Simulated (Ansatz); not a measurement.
# Ni3Ge: the cost of one run

Computed with Ansatz 0.2.0 (DFT LDA, with the methods named in each step, unless a step's input says otherwise).

1 further run of the same task is left out (for a known fault of the program).

### Step 1. The starting structure

The structure is cubic, space group Pm-3m (No. 221). Conventional cell: a = 3.530 Å, b = 3.530 Å, c = 3.530 Å, α = 90.00°, β = 90.00°, γ = 90.00°. Ni (site symmetry 4/mmm) is surrounded by 8 Ni at 2.50 Å and 4 Ge at 2.50 Å. Around Ge (site symmetry m-3m) lie 12 Ni at 2.50 Å.

Coordinates:

```xyz
4
Lattice="3.5303 0.0000 0.0000 0.0000 3.5303 0.0000 0.0000 0.0000 3.5303" Properties=species:S:1:pos:R:3 pbc="T T T"
Ni    1.7652    0.0000    1.7652
Ni    0.0000    1.7652    1.7652
Ni    1.7652    1.7652    0.0000
Ge    0.0000    0.0000    0.0000
```

Atoms are numbered in the order of the input: Ni1, Ni2, Ni3, Ge4.

### Step 2. Free moments, LAPW

input.yaml

```yaml
crystal:
  lattice:
    - [3.5303341067, 0.0, 0.0]
    - [0.0, 3.5303341067, 0.0]
    - [0.0, 0.0, 3.5303341067]
  atoms:
    - { symbol: Ni, position: [0.5, 0.0, 0.5], spin: 1.5 }
    - { symbol: Ni, position: [0.0, 0.5, 0.5], spin: 1.5 }
    - { symbol: Ni, position: [0.5, 0.5, 0.0], spin: 1.5 }
    - { symbol: Ge, position: [0.0, 0.0, 0.0] }
magnetization:
  spin_polarized: true
kpoints:
  mp_grid: { grid: [8, 8, 8] }
scf:
  occupations: { method: fermi_dirac, width: 0.05 }
  lower_state_search: "off"
hamiltonian:
  xc: lda
  pseudopotentials: { kind: all_electron, lapw: { basis_error: 0.001 } }
output:
  forces: true
  stress: true
  eigenvalues: false
  populations: true
  dos: { projected: true, de: 0.1, e_range: [-8, 5] }
```

Run with:

```
ansatz run input.yaml --threads 2 --pin off --max-ram 6144MiB --backend cpu --events-out ev --progress --plain --runs-dir out
```

**Question.** How long does this run take on 2 threads of Arm Neoverse V1, shared host, and how much memory does it need?

About 65 s, with a peak of 0.73 GiB.
